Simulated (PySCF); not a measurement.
# A diatomic session: Ca₂

One job finds the state of Ca₂, follows it along the bond with each method and fits the curves.

Computed with PySCF 2.14.0. Level: Ca def2-SVPD, no relativity.

### 1 Set-up

The job is set up so:

| Property | Result |
| --- | --- |
| atoms | Ca, Ca |
| charge | 0 |
| basis | Ca def2-SVPD |
| Hamiltonian | no relativity |
| basis functions | 54 |
| electrons treated | 40 |
| masses in u | 39.9626, 39.9626 |
| levels | PBE0, PBE, r²SCAN, MN15, BHandHLYP, BLYP, ωB97X, HF, MP2, SCS-MP2, CCSD, CCSD(T) |
| grid | 80 radial by 434 angular points |
| occupations | held fixed by the projection of orbital angular momentum |
| dissociation limit | Ca + Ca, each in its ground configuration |
| starting distance in angstrom | 3.180 |
| values of 2S to try | 0, 2 |

Run with:

```bash
> OMP_NUM_THREADS=1 python dia.py task.json out
```

Further steps of the session: The PBE0 curve of the state that the search chose; Other states along the same grid; PBE; r²SCAN; MN15 (hybrid meta-GGA); BHandHLYP (global hybrid GGA); BLYP (GGA); ωB97X (range-separated hybrid); RHF (mean field); MP2 and coupled cluster.

Q: Predict the outcome of this session. Wanted: for each run, Re; ωe; De.

**Answer**, as computed:

Lowest PBE0 solution found, without spin–orbit coupling: ¹Σg⁺ (singlet), closed shell. State 4 has its PBE0 minimum 0.87 eV higher. The other levels ran on the lowest alone.

```
      level  Re (Å)  ωe (cm⁻¹)  De (eV)
    RHF-MP2   4.493       59.3    0.130
RHF-SCS-MP2   4.590       51.7    0.096
   RHF-CCSD   4.564       52.8    0.091
RHF-CCSD(T)   4.449       61.9    0.130
        PBE   4.132       89.1    0.272
       BLYP   4.258       70.9    0.101
     r²SCAN   4.173       88.8    0.264
       PBE0   4.225       81.0    0.218
       MN15   4.654       41.1    0.124
  BHandHLYP   4.550       48.7    0.045
      ωB97X   4.485       55.6    0.127
```

De is counted to Ca + Ca in their ground configurations. No constants: RHF (no minimum is bracketed among the points kept).

In words: The methods spread over 0.522 Å in bond length, from PBE to MN15. CCSD(T) can't serve as the judge here: for a weak bond in this basis it is far from its limit. Among the levels with a De in the table, it runs from 0.045 eV (BHandHLYP) to 0.272 eV (PBE).

Correlated steps freeze 10 core orbitals. The bond is weak, and basis-set superposition, which was not computed, may be a sizeable part of it.
